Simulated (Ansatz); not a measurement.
# YTe: stress in a strained cell

Aim: deform YTe (equal xx and yy strain of +1 %) and compute stress, forces and field gradients with LAPW, PAW and all-electron datasets made for the crystal.

Method: DFT PBEsol, scalar-relativistic, in Ansatz 0.2.0.

## (1) Starting point

Symmetry: Fm-3m, No. 225, cubic system. Conventional cell: a = 6.095 Å, b = 6.095 Å, c = 6.095 Å, α = 90.00°, β = 90.00°, γ = 90.00°. Around Y (site symmetry m-3m) lie 6 Te at 3.05 Å. Te (site symmetry m-3m) has 6 Y at 3.05 Å as nearest neighbours.

As a file:

```
CELL_PARAMETERS angstrom
0.00000 3.04750 3.04750
3.04750 0.00000 3.04750
3.04750 3.04750 0.00000
ATOMIC_POSITIONS crystal
Y 0.00000 0.00000 0.00000
Te 0.50000 0.50000 0.50000
```

Atoms are numbered in the order of the input: Y1, Te2.

## (2) After the deformation

Space group Fm-3m before, I4/mmm after.

## (3) Full-potential LAPW

The input, input.yaml:

```yaml
crystal:
  lattice:
    - [0.0, 3.077975, 3.0475]
    - [3.077975, 0.0, 3.0475]
    - [3.077975, 3.077975, 0.0]
  atoms:
    - { symbol: "Y", position: [0.0, 0.0, 0.0] }
    - { symbol: Te, position: [0.5, 0.5, 0.5] }
kpoints:
  mp_grid: { grid: [12, 12, 12] }
  band_path:
    path:
      - [0.0, 0.0, 0.0]
      - [0.0, 0.5, 0.5]
      - [0.25, 0.75, 0.5]
      - [0.0, 0.5, 0.0]
      - [0.0, 0.0, 0.0]
      - [0.5, 0.5, 0.0]
      - [0.3775125, 0.6224875, 0.0]
      - [-0.3775125, 0.3775125, 0.0]
      - [0.0, 0.0, 0.0]
    npoints: 5
scf:
  occupations: { method: fermi_dirac, width: 0.05 }
hamiltonian:
  xc: pbesol
  pseudopotentials: { kind: all_electron, lapw: { basis_error: 0.0005 } }
output:
  forces: true
  stress: true
  eigenvalues: true
```

Launch:

```
$ ansatz run input.yaml --threads 1 --pin off --max-ram 3072MiB --backend cpu --events-out ev --progress --plain --runs-dir out
```

## (4) PAW on the default files

The input, input.yaml:

```yaml
crystal:
  lattice:
    - [0.0, 3.077975, 3.0475]
    - [3.077975, 0.0, 3.0475]
    - [3.077975, 3.077975, 0.0]
  atoms:
    - { symbol: "Y", position: [0.0, 0.0, 0.0] }
    - { symbol: Te, position: [0.5, 0.5, 0.5] }
kpoints:
  mp_grid: { grid: [12, 12, 12] }
scf:
  occupations: { method: fermi_dirac, width: 0.05 }
hamiltonian:
  xc: pbesol
  pseudopotentials: { kind: paw }
output:
  forces: true
  stress: true
  eigenvalues: true
  efg: { contact_densities: true }
```

## (5) Datasets made for this crystal

Changes to input.yaml since step 4:

```diff
@@ -14,3 +14,3 @@
   xc: pbesol
-  pseudopotentials: { kind: paw }
+  pseudopotentials: { kind: all_electron, datasets: crystal }
 output:
```

(Steps that only read results are left out.)

What does the calculation give? Wanted: pressure; largest shear or deviatoric stress.

The runs gave:

| quantity | value |
| --- | --- |
| pressure | LAPW -1.75, PAW -1.76, crystal datasets -1.75 GPa |
| largest shear or deviatoric stress (LAPW) | 1.02 GPa |

In words: The largest part of the stress beyond the pressure is 1.02 GPa in size, in the zz component; the atoms are carried along and not relaxed. No run of the undeformed cell stands beside it, so the pressure holds what the given cell had before the change. PAW: stress within 0.01 GPa of LAPW. Crystal datasets: stress within 0.01 GPa of LAPW. Spin-orbit coupling is left out, though the cell holds Te; in elements this heavy it can shift bands and gaps by tenths of an eV.
